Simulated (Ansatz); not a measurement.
# CH8AlClOSi: the cost of one run

Program: Ansatz 0.2.0. Level of theory: UKS PBE-D4/STO-3G. These are calculated values, not measurements.

### Step 1. The structure to begin with

Bond lengths: Al1–Si2 2.713 Å, Al1–C3 1.980 Å, Al1–O4 1.636 Å, Al1–Cl6 2.601 Å, Si2–H7 1.466 Å, Si2–H8 1.467 Å, Si2–H9 1.480 Å, C3–H10 1.093 Å, C3–H11 1.091 Å, C3–H12 1.093 Å, O4–H13 0.946 Å. Angles (14 of 19 angles, heavy atoms first): Si2–Al1–C3 109.6°, Si2–Al1–O4 103.1°, Si2–Al1–Cl6 86.1°, C3–Al1–O4 129.6°, C3–Al1–Cl6 111.2°, O4–Al1–Cl6 108.3°, Al1–Si2–H7 118.1°, Al1–Si2–H8 131.8°, Al1–Si2–H9 81.9°, Al1–C3–H10 109.4°, Al1–C3–H11 113.3°, Al1–C3–H12 112.5°, Al1–O4–H13 177.1°, H7–Si2–H8 106.1°.

Coordinates:

```xyz
13

Al    0.1071   -0.8177   -0.0535
Si    0.8839    1.7760    0.1228
C    -1.8686   -0.9261    0.0235
O     1.2297   -1.6018    0.8423
H     0.8858    0.4158   -1.1640
Cl    0.9481   -0.7180   -2.5129
H    -0.0670    2.8125   -0.2913
H     2.2092    2.4036    0.0867
H     0.5910    1.5469    1.5555
H    -2.2993   -0.2175   -0.6883
H    -2.2753   -0.6892    1.0079
H    -2.2441   -1.9159   -0.2487
H     1.8995   -2.0687    1.3199
```

### Step 2. Run 1

150 steps of 0.5 fs at constant energy, with velocities drawn for 600 K.

The input, input.yaml:

```yaml
crystal:
  periodic: [false, false, false]
  atoms:
    - { symbol: Al, position_ang: [0.1071, -0.8177, -0.0535] }
    - { symbol: Si, position_ang: [0.8839, 1.776, 0.1228] }
    - { symbol: C, position_ang: [-1.8686, -0.9261, 0.0235] }
    - { symbol: O, position_ang: [1.2297, -1.6018, 0.8423] }
    - { symbol: H, position_ang: [0.8858, 0.4158, -1.164] }
    - { symbol: Cl, position_ang: [0.9481, -0.718, -2.5129] }
    - { symbol: H, position_ang: [-0.067, 2.8125, -0.2913] }
    - { symbol: H, position_ang: [2.2092, 2.4036, 0.0867] }
    - { symbol: H, position_ang: [0.591, 1.5469, 1.5555] }
    - { symbol: H, position_ang: [-2.2993, -0.2175, -0.6883] }
    - { symbol: H, position_ang: [-2.2753, -0.6892, 1.0079] }
    - { symbol: H, position_ang: [-2.2441, -1.9159, -0.2487] }
    - { symbol: H, position_ang: [1.8995, -2.0687, 1.3199] }
magnetization:
  spin_polarized: true
basis:
  gaussian: { orbitals: STO-3G }
hamiltonian:
  xc: pbe
  dispersion: d4
md:
  timestep: 0.5
  n_steps: 150
  ensemble: nve
  temperature: 600.0
  initial_velocities: maxwell_boltzmann
  seed: 967045
```

Command:

```sh
> ansatz run input.yaml --threads 1 --pin off --max-ram 2048MiB --backend cpu --events-out ev --progress --plain --runs-dir out
```

What time and memory should one allow on 1 thread of Arm Neoverse V2, shared host?

About 9.2 min, with a peak of 0.13 GiB.
